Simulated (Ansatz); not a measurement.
# C2H3NOTe: the cost of one run

Method: RKS PBE0-D4/def2-SVP, in Ansatz 0.2.0.

1 further run of the same task is left out (it didn't finish).

**1. Starting point**

Bond lengths: N1–C2 1.252 Å, C2–O3 1.412 Å, O3–C4 1.389 Å, C2–Te5 2.165 Å, C4–Te5 2.029 Å, N1–H6 1.121 Å, C4–H7 1.071 Å, C4–H8 1.134 Å. Angles: N1–C2–O3 131.0°, N1–C2–Te5 134.2°, O3–C2–Te5 94.8°, C2–N1–H6 118.4°, C2–O3–C4 98.3°, O3–C4–Te5 101.7°, O3–C4–H7 115.5°, O3–C4–H8 107.4°, Te5–C4–H7 113.4°, Te5–C4–H8 107.7°, H7–C4–H8 110.5°, C2–Te5–C4 60.6°.

Structure file:

```xyz
8

N    -0.6325    1.3905    1.3982
C    -0.1377    0.6216    0.5432
O     0.6995   -0.5065    0.6866
C     0.5261   -1.0485   -0.5803
Te   -0.1703    0.5486   -1.6200
H    -1.2786    2.2363    1.0452
H     1.3989   -1.4912   -1.0162
H    -0.3133   -1.8079   -0.5125
```

**2. Relaxing end A**

File input.yaml:

```yaml
crystal:
  periodic: [false, false, false]
  atoms:
    - { symbol: "N", position_ang: [-0.6325, 1.3905, 1.3982] }
    - { symbol: C, position_ang: [-0.1377, 0.6216, 0.5432] }
    - { symbol: O, position_ang: [0.6995, -0.5065, 0.6866] }
    - { symbol: C, position_ang: [0.5261, -1.0485, -0.5803] }
    - { symbol: Te, position_ang: [-0.1703, 0.5486, -1.62] }
    - { symbol: H, position_ang: [-1.2786, 2.2363, 1.0452] }
    - { symbol: H, position_ang: [1.3989, -1.4912, -1.0162] }
    - { symbol: H, position_ang: [-0.3133, -1.8079, -0.5125] }
basis:
  gaussian: { orbitals: def2-SVP }
hamiltonian:
  xc: pbe0
  dispersion: d4
relax:
  f_tol: 0.015
  max_steps: 40
```

Started as:

```
> ansatz run input.yaml --threads 2 --pin off --max-ram 3072MiB --backend cpu --events-out ev --progress --plain --runs-dir out
```

Q: Estimate wall time and peak memory on 2 threads of Intel Xeon Platinum 8488C (Sapphire Rapids), shared host.

About 19 s, with a peak of 0.24 GiB.
